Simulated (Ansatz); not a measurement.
Predict the output of the script below (Ansatz's Python interface).

The script reads `c3h8se.xyz`:
```text
12

C     0.61730    1.70140   -0.80690
C     0.34720    0.51010    0.04260
Se   -0.98090   -0.67130   -0.81520
C    -0.74870   -1.95670    0.64420
H     0.95690    1.44290   -1.83470
H    -0.38710    2.31360   -0.94500
H     1.33560    2.41840   -0.32820
H     1.35290   -0.00790    0.16280
H    -0.02170    0.83860    1.08380
H    -1.12250   -1.49130    1.62770
H     0.20860   -2.34100    0.75090
H    -1.48060   -2.81190    0.45190
```

`run_opt.py`:
```python
import ansatz as az
import numpy as np

system = az.Crystal.molecule_from_extxyz("c3h8se.xyz")

job = system.calculation()
job = job.basis(gaussian="def2-SVP")
job = job.functional("pbe0", dispersion="d3bj")
symbols = [site.symbol for site in system.cartesian_sites]
start = np.array([site.position_ang for site in system.cartesian_sites], dtype=float)
data = job.relax(force_tolerance=0.02, max_steps=100).run(threads=1).report
end = np.array(data["positions_ang"])

print(f"E = {data['free_energy_ev']:.6f} eV = {data['free_energy_ev'] / 27.211386246:.7f} Ha")
print("converged:", data["converged"], " doubts:", data["published_state_doubts"] or "none")

print("final positions (A) and the move of each atom")
for symbol, xyz, old in zip(symbols, end, start):
    print(f"{symbol:2s} {xyz[0]:10.5f} {xyz[1]:10.5f} {xyz[2]:10.5f}   {np.linalg.norm(xyz - old):7.4f}")

charges = data["charge_distribution"]
print("dipole moment", round(4.803205 * float(np.linalg.norm(charges["dipole_moment_e_ang"])), 3), "D")
print("Mulliken:", [(s, round(q, 3)) for s, q in zip(symbols, charges["mulliken_charges_e"])])
with open("c3h8se_opt.xyz", "w") as handle:
    handle.write(f"{len(symbols)}\nrelaxed C3H8Se\n")
    handle.writelines(f"{s:2s} {x:11.6f} {y:11.6f} {z:11.6f}\n" for s, (x, y, z) in zip(symbols, end))
```

Output of `python run_opt.py`:
```text
E = -68569.401641 eV = -2519.8790323 Ha
converged: True  doubts: none
final positions (A) and the move of each atom
C     0.58717    1.76899   -0.83733    0.0800
C     0.39259    0.56052    0.05657    0.0693
Se   -0.90586   -0.67551   -0.72283    0.1191
C    -0.82226   -2.01161    0.68116    0.0990
H     0.95754    1.47770   -1.83219    0.0349
H    -0.35437    2.32230   -0.97650    0.0463
H     1.32070    2.46149   -0.39565    0.0814
H     1.33791    0.01310    0.19494    0.0412
H     0.02313    0.85742    1.05045    0.0590
H    -1.13235   -1.58464    1.64519    0.0955
H     0.19110   -2.42913    0.76318    0.0907
H    -1.51830   -2.81574    0.40690    0.0588
dipole moment 1.493 D
Mulliken: [('C', -0.087), ('C', -0.212), ('Se', -0.064), ('C', -0.209), ('H', 0.059), ('H', 0.059), ('H', 0.054), ('H', 0.075), ('H', 0.076), ('H', 0.082), ('H', 0.082), ('H', 0.085)]
```

`c3h8se_opt.xyz`, as written:
```text
12
relaxed C3H8Se
C     0.587172    1.768990   -0.837326
C     0.392590    0.560523    0.056568
Se   -0.905862   -0.675512   -0.722829
C    -0.822257   -2.011612    0.681160
H     0.957542    1.477701   -1.832190
H    -0.354369    2.322297   -0.976499
H     1.320697    2.461494   -0.395653
H     1.337908    0.013103    0.194942
H     0.023131    0.857425    1.050452
H    -1.132352   -1.584640    1.645192
H     0.191102   -2.429129    0.763184
H    -1.518301   -2.815742    0.406900
```

Reading the output:
- Total energies depend on the basis set; only differences at equal settings carry meaning.
- The end point is the stationary point reached from this start; no frequency run checks that it is a minimum, and the basis set is modest.
- Finished in 35 s on 1 thread of AMD EPYC 7B13 (Zen 3), on a shared host, peak memory 0.35 GiB.
